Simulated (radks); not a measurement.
# O⁺ in [He] 2s2 2p2 3d1: an all-electron calculation

One table from this session's results is given with a row withheld; the runs are named, their logs left out.

Method: scalar-relativistic Kohn-Sham, revPBE, spin-polarised, spherical densities, finite nucleus; open shells are filled with parallel spins first. Code: radks (a radial shooting solver on a logarithmic mesh, Libxc functionals) version 1.

### The atom as given

```
element            : oxygen (Z = 8)
charge             : +1
electrons          : 7
configuration      : [He] 2s2 2p2 3d1
nuclear rms radius : 2.6991 fm
```

Outer shells as boxes (Hund's rule):

O⁺
```
[He] core
2s [↑↓]
2p [↑ ][↑ ][  ]
3d [↑ ][  ][  ][  ][  ]
```

The first run:

The run's settings:

```text
Z 8
configuration [He] 2s2 2p2 3d1
relativity scalar-relativistic
functional pbe_r,pbe
spin polarised
nucleus finite rms 2.6991 fm
c 137.035999084
```

One table of the session follows, with a row left open; its other results are not shown here.

It belongs to the step «Radial structure». Sizes of the orbitals, from the radial functions (bohr):

| level | <r> | outermost maximum (interpolated) | 90 % within |
| --- | --- | --- | --- |
| 1s up | 0.1995 | 0.129 | 0.357 |
| 1s down | ? | ? | ? |
| 2s up | 1.021 | 0.828 | 1.60 |
| 2s down | 1.045 | 0.839 | 1.64 |
| 2p up | 0.9916 | 0.739 | 1.65 |
| 2p down | 1.033 | 0.758 | 1.73 |
| 3d up | 4.787 | 4.23 | 7.30 |

Q: Estimate the row for 1s down from the others.

**Answer.** <r>: 0.1988; outermost maximum (interpolated): 0.129; 90 % within: 0.356. In the column «<r>» it is the lowest.
